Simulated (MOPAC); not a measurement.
# C2H7Ga (SMILES [CH3][GaH][CH3]): MNDO

Aim: a structure relaxation of C2H7Ga. 

The calculation is run with MOPAC 23.2.5.

9 further runs of the same task are left out: 9 set aside as unsound or not needed.

## 1. The system as given

C2H7Ga: 10 atoms, total charge 0, spin state singlet. As SMILES, `[CH3][GaH][CH3]`. All atoms were displaced at random from a relaxed shape. The run starts from this shape.

Bond lengths: C1–Ga2 1.964 Å, Ga2–C3 1.966 Å, C1–H4 1.060 Å, C1–H5 1.087 Å, C1–H6 1.086 Å, Ga2–H7 1.599 Å, C3–H8 1.117 Å, C3–H9 1.094 Å, C3–H10 1.091 Å. Some angles: C1–Ga2–C3 120.6°, C1–Ga2–H7 119.0°, C3–Ga2–H7 120.4°, Ga2–C1–H4 109.8°, Ga2–C1–H5 112.1°, Ga2–C1–H6 111.2°, Ga2–C3–H8 109.3°, Ga2–C3–H9 112.3°, Ga2–C3–H10 112.3°, H4–C1–H5 108.4°.

## 2. A structure relaxation at MNDO

run.mop reads:

```
MNDO GNORM=0.02 EF CYCLES=300 GRADIENTS PRECISE DISP AUX(PRECISION=6) THREADS=1
C2H7Ga

C     -1.065077 +1     1.129675 +1    -0.720630 +1
Ga     0.640732 +1     0.262267 +1    -0.278481 +1
C      0.684725 +1    -1.321805 +1     0.885871 +1
H     -1.527178 +1     0.623649 +1    -1.529172 +1
H     -0.933242 +1     2.171872 +1    -0.999024 +1
H     -1.753464 +1     1.093447 +1     0.118388 +1
H      1.993006 +1     0.851761 +1    -0.896043 +1
H      0.688239 +1    -0.994375 +1     1.953498 +1
H      1.576067 +1    -1.934895 +1     0.720047 +1
H     -0.198412 +1    -1.951088 +1     0.762292 +1
```

Command:

```console
$ mopac run.mop
```

What values should one expect? Wanted: total energy at the end; dipole moment; HOMO energy; LUMO energy; HOMO–LUMO gap; heat of formation.

**Answer.** As computed:

Level: MNDO.

| quantity | value |
| --- | --- |
| total energy at the end | -15.13591 Eh |
| dipole moment | 0.79 D |
| HOMO energy | -9.67 eV |
| LUMO energy | -0.61 eV |
| HOMO–LUMO gap | 9.06 eV |
| heat of formation | 54.0 kcal/mol |

In words: At the final geometry: Bond lengths: C1–Ga2 1.977 Å, Ga2–C3 1.977 Å, C1–H4 1.099 Å, C1–H5 1.098 Å, C1–H6 1.098 Å, Ga2–H7 1.592 Å, C3–H8 1.099 Å, C3–H9 1.098 Å, C3–H10 1.098 Å. Some angles: C1–Ga2–C3 115.1°, C1–Ga2–H7 122.5°, C3–Ga2–H7 122.4°, Ga2–C1–H4 107.3°, Ga2–C1–H5 109.5°, Ga2–C1–H6 109.8°, Ga2–C3–H8 107.1°, Ga2–C3–H9 109.4°, Ga2–C3–H10 110.0°, H4–C1–H5 110.1°. The optimisation took 73 steps and changed the energy by -0.105 eV.
